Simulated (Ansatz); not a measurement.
# CH10N2Si2: two geometries relaxed

Are the two ends of the inversion of the pyramid at N1 separate minima, and which lies lower? Each is relaxed from a guess. SMILES of the start: N[SiH](N)C[SiH3].

All numbers below are computed with Ansatz 0.2.0 (RKS BLYP-D4/def2-SVP).

**1. The starting structure**

Bond lengths: N1–Si2 1.636 Å, Si2–N3 1.671 Å, Si2–C4 1.774 Å, C4–Si5 1.881 Å, N1–H6 1.092 Å, N1–H7 0.994 Å, Si2–H8 1.485 Å, N3–H9 1.034 Å, N3–H10 1.053 Å, C4–H11 1.028 Å, C4–H12 1.135 Å, Si5–H13 1.541 Å, Si5–H14 1.465 Å, Si5–H15 1.465 Å. Angles (14 of 24 angles, heavy atoms first): N1–Si2–N3 97.5°, N1–Si2–C4 120.7°, N3–Si2–C4 115.8°, Si2–C4–Si5 111.5°, N1–Si2–H8 105.0°, N3–Si2–H8 105.5°, C4–Si2–H8 110.6°, Si2–N1–H6 109.3°, Si2–N1–H7 114.0°, Si2–N3–H9 109.4°, Si2–N3–H10 105.9°, Si2–C4–H11 115.6°, Si2–C4–H12 108.7°, Si5–C4–H11 109.3°.

Structure file:

```xyz
15

N    -0.2994    0.5348    1.8716
Si    0.6864   -0.1335    0.7503
N     1.4218    1.2778    0.2393
C     0.0282   -1.1697   -0.5300
Si   -1.1715   -0.2269   -1.6303
H    -0.9624    1.2545    1.3867
H    -0.9217   -0.1122    2.2994
H     1.7191   -0.8599    1.5313
H     2.4088    1.0843   -0.0002
H     1.5578    1.8616    1.1051
H     0.7237   -1.6473   -1.1168
H    -0.5805   -1.9984   -0.0501
H    -2.2843    0.4945   -0.8463
H    -1.8927   -1.1482   -2.5127
H    -0.4552    0.7379   -2.4680
```

**2. End point A**

input.yaml reads:

```yaml
crystal:
  periodic: [false, false, false]
  atoms:
    - { symbol: "N", position_ang: [-0.2994, 0.5348, 1.8716] }
    - { symbol: Si, position_ang: [0.6864, -0.1335, 0.7503] }
    - { symbol: "N", position_ang: [1.4218, 1.2778, 0.2393] }
    - { symbol: C, position_ang: [0.0282, -1.1697, -0.53] }
    - { symbol: Si, position_ang: [-1.1715, -0.2269, -1.6303] }
    - { symbol: H, position_ang: [-0.9624, 1.2545, 1.3867] }
    - { symbol: H, position_ang: [-0.9217, -0.1122, 2.2994] }
    - { symbol: H, position_ang: [1.7191, -0.8599, 1.5313] }
    - { symbol: H, position_ang: [2.4088, 1.0843, -0.0002] }
    - { symbol: H, position_ang: [1.5578, 1.8616, 1.1051] }
    - { symbol: H, position_ang: [0.7237, -1.6473, -1.1168] }
    - { symbol: H, position_ang: [-0.5805, -1.9984, -0.0501] }
    - { symbol: H, position_ang: [-2.2843, 0.4945, -0.8463] }
    - { symbol: H, position_ang: [-1.8927, -1.1482, -2.5127] }
    - { symbol: H, position_ang: [-0.4552, 0.7379, -2.468] }
basis:
  gaussian: { orbitals: def2-SVP }
hamiltonian:
  xc: blyp
  dispersion: d4
relax:
  f_tol: 0.015
  max_steps: 40
```

Command:

```sh
$ ansatz run input.yaml --threads 2 --pin off --max-ram 3072MiB --backend cpu --events-out ev --progress --plain --runs-dir out
```

What it wrote (excerpt; [...] marks lines left out):

```text
Warning: RAYON_NUM_THREADS=2 ignored (pool sized by the plan → 2); use --threads N
[...]
Functional definition: BLYP
[...]
1474 factors; their error is unknown
[...]
mean field -19924.97156151 eV, -732.2291992547 hartree, gradient 2.1e-5 eV, S^2 0.000000; 0 other end points of the search recorded, 0 dependent functions left out
[...]
reference -19924.97196244 eV, -732.2292139888 hartree; 29, 29 occupied and 99, 99 virtual orbitals, 1474 factors
relax step   1: F+E_penalty+E_count = -19925.76947293 eV  Δ(F+E_penalty+E_count) = +0.000e0 eV  max|allowed force component| = 3.874e0 eV/Å  Δτ_max = 0.0000 Å  (30 SCF iters, accepted)
[...]
relax step   3: F+E_penalty+E_count = -19926.99479623 eV  Δ(F+E_penalty+E_count) = -2.346e-1 eV  max|allowed force component| = 7.815e-1 eV/Å  Δτ_max = 0.1920 Å  (28 SCF iters, accepted)
[...]
relax step   5: F+E_penalty+E_count = -19927.06928112 eV  Δ(F+E_penalty+E_count) = -2.441e-2 eV  max|allowed force component| = 2.940e-1 eV/Å  Δτ_max = 0.2000 Å  (27 SCF iters, accepted)
[...]
relax step   7: F+E_penalty+E_count = -19927.09075804 eV  Δ(F+E_penalty+E_count) = -2.148e-2 eV  max|allowed force component| = 1.808e-1 eV/Å  Δτ_max = 0.0959 Å  (28 SCF iters, accepted)
[...]
relax step   9: F+E_penalty+E_count = -19927.09627455 eV  Δ(F+E_penalty+E_count) = -3.074e-3 eV  max|allowed force component| = 4.717e-2 eV/Å  Δτ_max = 0.1105 Å  (29 SCF iters, accepted)
[...]
reference -19926.32716346 eV, -732.2790167074 hartree; 29, 29 occupied and 99, 99 virtual orbitals, 1474 factors
Total energy: -19927.09810557 eV, -732.3073483075 hartree
Atom 0 at    -0.503180     0.449545     2.073169 Å, force    -0.006302    -0.001238     0.000658 eV/Å
Atom 1 at     0.675216    -0.153319     0.942885 Å, force    -0.008907     0.004891     0.008024 eV/Å
Atom 2 at     1.393943     1.258829     0.208313 Å, force     0.009900    -0.014863    -0.003544 eV/Å
Atom 3 at     0.014663    -1.164546    -0.526124 Å, force     0.008222    -0.008083    -0.006980 eV/Å
Atom 4 at    -1.045139    -0.166723    -1.745619 Å, force    -0.006223    -0.003531    -0.000992 eV/Å
Atom 5 at    -1.266814     1.050610     1.752544 Å, force    -0.001207    -0.002357     0.001712 eV/Å
Atom 6 at    -0.789941    -0.123623     2.869549 Å, force     0.002558     0.001608     0.001217 eV/Å
Atom 7 at     1.551066    -1.050669     1.783685 Å, force     0.004613     0.004896    -0.003853 eV/Å
Atom 8 at     1.926166     1.164200    -0.660805 Å, force     0.001354     0.008643     0.000861 eV/Å
Atom 9 at     1.805630     1.981326     0.805590 Å, force    -0.001911     0.000857    -0.001266 eV/Å
Atom 10 at     0.860646    -1.628460    -1.081103 Å, force    -0.007063    -0.000586     0.004008 eV/Å
Atom 11 at    -0.590066    -2.006597    -0.124355 Å, force     0.000968     0.008332    -0.002745 eV/Å
Atom 12 at    -2.031940     0.692188    -1.005912 Å, force     0.000666     0.002537     0.002460 eV/Å
Atom 13 at    -1.828625    -1.073318    -2.655951 Å, force     0.002997     0.001872    -0.002957 eV/Å
Atom 14 at    -0.193526     0.719857    -2.606566 Å, force     0.000334    -0.002975     0.003397 eV/Å
Dipole moment:     0.080129     0.007101     0.134585 e Å
```

Run time: 18 s. Hardware: 2 threads of Intel Xeon 6975P-C (Granite Rapids), shared host; peak memory 0.2 GiB.

The steps of the relaxation:

| step | energy from step 1 (eV) | largest force component (eV/Å) |
| --- | --- | --- |
| 1 | 0.0000 | 3.8740 |
| 2 | -0.9907 | 1.8449 |
| 3 | -1.2253 | 0.7815 |
| 4 | -1.2754 | 0.3576 |
| 5 | -1.2998 | 0.2940 |
| 6x | -1.0959 | 1.5627 |
| 7 | -1.3213 | 0.1808 |
| 8 | -1.3237 | 0.2121 |
| 9 | -1.3268 | 0.0472 |
| 10 | -1.3279 | 0.0351 |
| 11 | -1.3282 | 0.0149 |

Step 1 is the start. 1 step was tried and not accepted (marked x).

After: Bond lengths: N1–Si2 1.741 Å, Si2–N3 1.747 Å, Si2–C4 1.902 Å, C4–Si5 1.899 Å, N1–H6 1.023 Å, N1–H7 1.022 Å, Si2–H8 1.510 Å, N3–H9 1.024 Å, N3–H10 1.024 Å, C4–H11 1.113 Å, C4–H12 1.112 Å, Si5–H13 1.503 Å, Si5–H14 1.505 Å, Si5–H15 1.501 Å. Angles (14 of 24 angles, heavy atoms first): N1–Si2–N3 105.8°, N1–Si2–C4 116.8°, N3–Si2–C4 104.4°, Si2–C4–Si5 114.2°, N1–Si2–H8 103.7°, N3–Si2–H8 118.4°, C4–Si2–H8 108.4°, Si2–N1–H6 120.3°, Si2–N1–H7 120.1°, Si2–N3–H9 119.8°, Si2–N3–H10 119.4°, Si2–C4–H11 110.0°, Si2–C4–H12 108.2°, Si5–C4–H11 108.8°.

**3. Relaxing end B**

The second end starts from a geometry with the move made by hand.

Edit input.yaml of step 2 so:

```diff
@@ -8,4 +8,4 @@
     - { symbol: Si, position_ang: [-1.1715, -0.2269, -1.6303] }
-    - { symbol: H, position_ang: [-0.9624, 1.2545, 1.3867] }
-    - { symbol: H, position_ang: [-0.9217, -0.1122, 2.2994] }
+    - { symbol: H, position_ang: [0.04308, 1.54718, 2.09624] }
+    - { symbol: H, position_ang: [-0.27882, 0.07493, 2.75306] }
     - { symbol: H, position_ang: [1.7191, -0.8599, 1.5313] }
```

Command:

```sh
$ ansatz run input.yaml --threads 2 --pin off --max-ram 3072MiB --backend cpu --events-out ev --progress --plain --runs-dir out
```

What it wrote (excerpt; [...] marks lines left out):

```text
Warning: RAYON_NUM_THREADS=2 ignored (pool sized by the plan → 2); use --threads N
[...]
[... 1 set-up line as earlier in the session ...]
[...]
1474 factors; their error is unknown
[...]
mean field -19924.70472491 eV, -732.2193931907 hartree, gradient 2.1e-5 eV, S^2 0.000000; 0 other end points of the search recorded, 0 dependent functions left out
[...]
reference -19924.70513142 eV, -732.2194081295 hartree; 29, 29 occupied and 99, 99 virtual orbitals, 1474 factors
relax step   1: F+E_penalty+E_count = -19925.49497894 eV  Δ(F+E_penalty+E_count) = +0.000e0 eV  max|allowed force component| = 3.778e0 eV/Å  Δτ_max = 0.0000 Å  (29 SCF iters, accepted)
[...]
relax step   5: F+E_penalty+E_count = -19927.01027210 eV  Δ(F+E_penalty+E_count) = -5.578e-2 eV  max|allowed force component| = 2.245e-1 eV/Å  Δτ_max = 0.2000 Å  (29 SCF iters, accepted)
[...]
Atom 5 at    -0.984886     1.114906     1.942500 Å, force     0.000273    -0.002011    -0.001019 eV/Å
Atom 6 at    -0.422367    -0.057447     3.021977 Å, force    -0.001224    -0.000096    -0.000827 eV/Å
Atom 7 at     1.775059    -1.052609     1.730204 Å, force     0.000771    -0.001693    -0.000228 eV/Å
Atom 8 at     1.991977     1.144795    -0.750730 Å, force    -0.000497     0.001051     0.000891 eV/Å
Atom 9 at     2.017160     1.967898     0.717503 Å, force    -0.000024    -0.000639    -0.000294 eV/Å
Atom 10 at     0.816288    -1.647875    -1.041194 Å, force    -0.001429    -0.000377    -0.001755 eV/Å
Atom 11 at    -0.575099    -1.943085     0.025909 Å, force     0.001819     0.001510     0.001930 eV/Å
Atom 12 at    -1.976912     0.782883    -0.794956 Å, force     0.001751     0.001608     0.001667 eV/Å
Atom 13 at    -1.930858    -0.992912    -2.447516 Å, force    -0.000089     0.000046     0.000625 eV/Å
Atom 14 at    -0.240286     0.746067    -2.505957 Å, force    -0.000563     0.000320    -0.000761 eV/Å
Dipole moment:     0.086585     0.008747     0.134110 e Å
```

It took 27 s on 2 threads of Intel Xeon 6975P-C (Granite Rapids), shared host; peak memory 0.19 GiB.

The steps of the relaxation:

| step | energy from step 1 (eV) | largest force component (eV/Å) |
| --- | --- | --- |
| 1 | 0.0000 | 3.7784 |
| 2 | -1.1149 | 1.4859 |
| 3 | -1.3795 | 0.5447 |
| 4 | -1.4595 | 0.3185 |
| 5 | -1.5153 | 0.2245 |
| 6 | -1.5513 | 0.3333 |
| 7 | -1.5664 | 0.4527 |
| 8 | -1.5717 | 0.3674 |
| 9x | -1.5329 | 0.6713 |
| 10 | -1.5911 | 0.0921 |
| 11 | -1.5984 | 0.1203 |
| 12 | -1.5999 | 0.1615 |
| 13x | -1.5997 | 0.2158 |
| 14 | -1.6021 | 0.1066 |
| 15x | -1.6020 | 0.0373 |
| 16 | -1.6026 | 0.0238 |
| 17 | -1.6028 | 0.0079 |

Step 1 is the start. 3 steps were tried and not accepted (marked x).

After: Bond lengths: N1–Si2 1.741 Å, Si2–N3 1.746 Å, Si2–C4 1.902 Å, C4–Si5 1.899 Å, N1–H6 1.023 Å, N1–H7 1.022 Å, Si2–H8 1.510 Å, N3–H9 1.023 Å, N3–H10 1.024 Å, C4–H11 1.113 Å, C4–H12 1.112 Å, Si5–H13 1.503 Å, Si5–H14 1.505 Å, Si5–H15 1.501 Å. Angles (14 of 24 angles, heavy atoms first): N1–Si2–N3 105.9°, N1–Si2–C4 116.8°, N3–Si2–C4 104.4°, Si2–C4–Si5 114.3°, N1–Si2–H8 103.7°, N3–Si2–H8 118.2°, C4–Si2–H8 108.4°, Si2–N1–H6 120.7°, Si2–N1–H7 120.1°, Si2–N3–H9 120.1°, Si2–N3–H10 119.4°, Si2–C4–H11 110.0°, Si2–C4–H12 108.2°, Si5–C4–H11 108.9°.

**4. Results**

| quantity | value |
| --- | --- |
| end A | 9 moves, 1.328 eV lower |
| end B | 13 moves, 1.603 eV lower |
| largest difference between the ends | 0.04 Å |
| end B relative to end A | -0.000 eV |

Both starts fell into the same minimum (no atom differs by more than 0.04 Å), so from this start no second minimum was found and no band was run; another arrangement could still be one.
